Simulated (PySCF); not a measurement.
# The bond of NaBr, level by level

The task here is to estimate one member of a computed series from the others.

The runs use PySCF 2.14.0; Na def2-TZVPP, Br def2-TZVPP, no relativity.

The first run:

Settings of the job:

```
atoms                         : Na, Br
charge                        : 0
basis                         : Na def2-TZVPP, Br def2-TZVPP
Hamiltonian                   : no relativity
basis functions               : 80
electrons treated             : 46
masses in u                   : 22.9898, 78.9183
levels                        : PBE0, PBE, r²SCAN, PBEsol, BP86, B97-3, r²SCANh, ωB97X, HF, MP2, SCS-MP2, CCSD, CCSD(T)
grid                          : 80 radial by 434 angular points
occupations                   : held fixed by the projection of orbital angular momentum
dissociation limit            : Na + Br, each in its ground configuration
starting distance in angstrom : 2.690
values of 2S to try           : 0, 2
```

On the command line:

```
$ OMP_NUM_THREADS=1 python dia.py task.json out
```

Steps of the session up to this table: The job; First curve: PBE0; Other states along the same grid; PBE (GGA); r²SCAN (meta-GGA); PBEsol (GGA); BP86 (GGA); B97-3 (global hybrid GGA); r²SCANh (hybrid meta-GGA); ωB97X; RHF (mean field); MP2 and coupled cluster.

One of the session's tables, all rows but one given; the rest of the session is left out.

Energy (eV) from each level's lowest point:

```
R (Å)    RHF  RHF-MP2  RHF-SCS-MP2  RHF-CCSD  RHF-CCSD(T)
2.163  0.649    0.554        0.571       n/a          n/a
2.264  0.303    0.243        0.254     0.249        0.247
2.364  0.106    0.075        0.081     0.078        0.077
2.440  0.030    0.016        0.019     0.017        0.017
2.515  0.000    0.000        0.000     0.000        0.000
2.591  0.005    0.016        0.014     0.015        0.015
2.691  0.052    0.075        0.070     0.072        0.073
2.817      ?        ?            ?         ?            ?
2.968  0.319    0.360        0.350     0.356        0.355
3.169  0.570    0.619        0.606       n/a          n/a
```

Estimate the missing values for R (Å) = 2.817.

Worked estimate for «RHF». A straight line through the neighbours (2.691, 0.052) and (2.968, 0.319) gives 0.052 + (0.319 − 0.052) × (2.817 − 2.691) / (2.968 − 2.691) = 0.173; a parabola fitted to 4 rows on both sides gives 0.161.

The run gave: RHF: 0.156; RHF-MP2: 0.188; RHF-SCS-MP2: 0.181; RHF-CCSD: 0.185; RHF-CCSD(T): 0.185. In «RHF» the line misses by +0.017 and the parabola by +0.005.
